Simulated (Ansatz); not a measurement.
**Nickel, dhcp under LDA: ground state and equation of state**

What does LDA give for nickel in the dhcp structure? We relax it, solve it on a dense k-mesh, then scale the cell to 7 volumes from 88 to 112 % of the relaxed one and try a fit of the equation of state. Spin polarisation is left out, though the real metal is magnetic, so this state lies above the ground state. The k-meshes are 14×14×4 for the relaxation; 20×20×6 for the dense run; 17×17×5 for the volumes.

Computed with Ansatz 0.2.0 (DFT LDA (PW92), plane waves (420 eV) with PAW, scalar-relativistic; the PAW data stem from PBE, with regenerated cores, unless a step says otherwise).

## 1. The system as given

It takes space group P6_3/mmc (No. 194, hexagonal). The conventional cell has a = 2.492 Å, b = 2.492 Å, c = 8.138 Å, α = 90.00°, β = 90.00°, γ = 120.00°. Around Ni (site symmetry -3m) lie 12 Ni at 2.49 Å. Ni (site symmetry -6m2) is surrounded by 12 Ni at 2.49 Å.

Structure file:

```
CELL_PARAMETERS angstrom
2.49176 0.00000 0.00000
-1.24588 2.15792 0.00000
0.00000 0.00000 8.13807
ATOMIC_POSITIONS crystal
Ni 0.00000 0.00000 0.00000
Ni 0.00000 0.00000 0.50000
Ni 0.33333 0.66667 0.25000
Ni 0.66667 0.33333 0.75000
```

## 2. Relaxing cell and atoms

Contents of input.yaml:

```yaml
crystal:
  lattice:
    - [2.491755966, 0.0, 0.0]
    - [-1.245877983, 2.1579239666, 0.0]
    - [0.0, 0.0, 8.138074985]
  atoms:
    - { symbol: Ni, position: [0.0, 0.0, 0.0] }
    - { symbol: Ni, position: [0.0, 0.0, 0.5] }
    - { symbol: Ni, position: [0.3333333333, 0.6666666667, 0.25] }
    - { symbol: Ni, position: [0.6666666667, 0.3333333333, 0.75] }
hamiltonian:
  xc: lda
  pseudopotentials:
    kind: paw
    azcp:
      Ni: "pseudopotentials/Ni.paw.azcp"
basis:
  ecutwfc: 420
  fft_grid_basis: typed
kpoints:
  mp_grid: { grid: [14, 14, 4], shift: [0, 0, 0] }
magnetization:
  spin_polarized: false
scf:
  occupations: { method: fermi_dirac, width: 0.1 }
relax:
  max_steps: 60
  f_tol: 0.01
  cell: {}
```

After this run come: Single point on a dense mesh; Volume × 0.88; Volume × 0.92; Volume × 0.96; Volume × 1.0; Volume × 1.04; Volume × 1.08; Volume × 1.12.

Before running it: what results should come out? Wanted: space group; conventional cell; volume; shortest distance; gap on the mesh; relative to fcc, ferromagnetic; V₀, B₀, B₀′.

As calculated:

| quantity | value |
| --- | --- |
| space group (spins left aside) | P6_3/mmc (No. 194) |
| conventional cell | a = 2.418 Å, c = 7.921 Å (c/a = 3.276) |
| volume | 10.025 Å³/atom |
| shortest distance | 2.418 Å |
| gap on the mesh | none (levels filled in part) |
| relative to fcc, ferromagnetic | +48 meV/atom |
| V₀, B₀, B₀′ | 10.003 Å³/atom, 257 GPa, 4.8 |

What this shows: The relaxation shrank the cell by 8.4 % in volume. Against the reference form of nickel (fcc, ferromagnetic, computed apart with the same settings) it stands 48 meV/atom higher; part of this is magnetic energy, as this run has no moments. Levels at the Fermi energy are filled in part, as in a metal. The fitted modulus is 257 GPa; letting shape and positions relax at each volume could only lower it. Relaxation kept the symmetry; phonons were not checked.
